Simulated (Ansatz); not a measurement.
GaN, space group P6_3mc, an equation of state with a fit

Computed with Ansatz 0.2.0, Python API.

`eos_gan.py`
```python
"""Energy against volume for GaN, with a fit."""

import ansatz as az
import numpy as np
from scipy.optimize import curve_fit

vectors0 = np.array([
    [3.18, 0.0, 0.0],
    [-1.59, 2.75396078, 0.0],
    [0.0, 0.0, 5.166],
])
sites = [
    ("Ga", [1 / 3, 2 / 3, 0.0]),
    ("Ga", [2 / 3, 1 / 3, 0.5]),
    ("N", [1 / 3, 2 / 3, 0.375]),
    ("N", [2 / 3, 1 / 3, 0.875]),
]


def crystal_on(cell):
    crystal = az.Crystal(lattice=az.Lattice.of(cell))
    for symbol, position in sites:
        crystal = crystal.atom(symbol, position)
    return crystal

def vinet(v, e0, v0, b0, b1):
    eta = (v / v0) ** (1 / 3)
    return e0 + 2 * b0 * v0 / (b1 - 1) ** 2 * (2 - (5 + 3 * b1 * (eta - 1) - 3 * eta) * np.exp(-1.5 * (b1 - 1) * (eta - 1)))

# scale the volume, keep shape and fractions
volumes, energies, pressures = [], [], []
for scale in np.linspace(0.94, 1.06, 7):
    cell = vectors0 * scale ** (1 / 3)
    calculation = (
        crystal_on(cell).calculation()
        .functional(az.Functional.PBE)
        .pseudopotentials("paw")
        .basis(420)
        .occupations(az.OccupationsMethod.FIXED)
        .scf(max_iterations=95)
        .kpoints(12, 12, 4)
        .stress()
    )
    data = calculation.run(threads=1).report
    volumes.append(abs(np.linalg.det(cell)) / len(sites))
    energies.append(data["free_energy_ev"] / len(sites))
    pressures.append(np.trace(data["stress_gpa"]) / 3)
    print(f"V = {volumes[-1]:8.4f} A^3/atom  F = {energies[-1]:.5f} eV/atom  P = {pressures[-1]:8.3f} GPa")

guess = (min(energies), volumes[int(np.argmin(energies))], 0.5, 4.5)
(e0, v0, b0, b1), _ = curve_fit(vinet, np.array(volumes), np.array(energies), p0=guess, maxfev=20000)
print(f"Vinet fit: V0 = {v0:.4f} A^3/atom, B0 = {160.21766 * b0:.1f} GPa, B1 = {b1:.2f}")
print("largest residual", round(1000 * float(np.abs(vinet(np.array(volumes), e0, v0, b0, b1) - energies).max()), 3), "meV/atom")
```

```console
$ python eos_gan.py
V =  10.6318 A^3/atom  F = -2083.88934 eV/atom  P =   21.660 GPa
V =  10.8580 A^3/atom  F = -2083.91612 eV/atom  P =   16.362 GPa
V =  11.0842 A^3/atom  F = -2083.93579 eV/atom  P =   11.593 GPa
V =  11.3104 A^3/atom  F = -2083.94907 eV/atom  P =    7.295 GPa
V =  11.5366 A^3/atom  F = -2083.95661 eV/atom  P =    3.423 GPa
V =  11.7629 A^3/atom  F = -2083.95892 eV/atom  P =   -0.065 GPa
V =  11.9891 A^3/atom  F = -2083.95655 eV/atom  P =   -3.204 GPa
Vinet fit: V0 = 11.7577 A^3/atom, B0 = 173.0 GPa, B1 = 4.38
largest residual 0.009 meV/atom
```

A third-order Birch-Murnaghan fit through the 7 points has its minimum at 11.76 Å³ an atom, 4.0 % above the typed cell, with a bulk modulus of 173 GPa and dB/dP = 4.3. From that minimum the energy rises by 69.6 meV an atom on the compressed side and 2.4 meV on the expanded side. The window is off centre, so dB/dP is rough.

What to keep in mind:
- Absolute energies stand on the zero of these potentials, so only differences at equal settings mean something.
- Shape and fractional positions are held along the curve, so the bulk modulus is an upper value where they are free to relax.
- Of the deposited cell: the entry's cell lengths or inner coordinates differ somewhat from later room-temperature determinations.
- Pressure is positive in compression.
- At these settings the cell as given stands under about 7 GPa, so it isn't at this functional's equilibrium volume.
- The starting cell is as deposited in a crystallographic database; the results hold for this polymorph, which needn't be the stable one.
- Timing: 32 s on 1 thread of Arm Neoverse V2 (shared host), peak memory 0.37 GiB.
